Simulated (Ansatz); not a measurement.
# Ca: the cost of one run

Method: DFT r2SCAN, scalar-relativistic, plane waves, PAW, in Ansatz 0.2.0.

1 further run of the same task is left out (it didn't finish).

## 1. Starting point

The structure is cubic, space group Fm-3m (No. 225). Conventional cell: a = 5.588 Å, b = 5.588 Å, c = 5.588 Å, α = 90.00°, β = 90.00°, γ = 90.00°. Around Ca (site symmetry m-3m) lie 12 Ca at 3.95 Å.

Coordinates:

```
Ca
1.0
     0.00000    2.79420    2.79420
     2.79420    0.00000    2.79420
     2.79420    2.79420    0.00000
Ca
1
Direct
  0.00000 0.00000 0.00000
```

The structure comes from the Crystallography Open Database.

## 2. A first look at the start

File input.yaml:

```yaml
crystal:
  lattice:
    - [0.0, 2.7942, 2.7942]
    - [2.7942, 0.0, 2.7942]
    - [2.7942, 2.7942, 0.0]
  atoms:
    - { symbol: Ca, position: [0.0, 0.0, 0.0] }
basis:
  ecutwfc: 500
kpoints:
  mp_grid: { grid: [6, 6, 6] }
hamiltonian:
  xc: r2scan
scf:
  occupations: { method: gaussian, width: 0.1 }
output:
  forces: true
  stress: true
  eigenvalues: true
```

**Question.** How long does this run take on 1 thread of an Arm CPU, shared host, and how much memory does it need?

About 1.3 s, with a peak of 0.36 GiB.
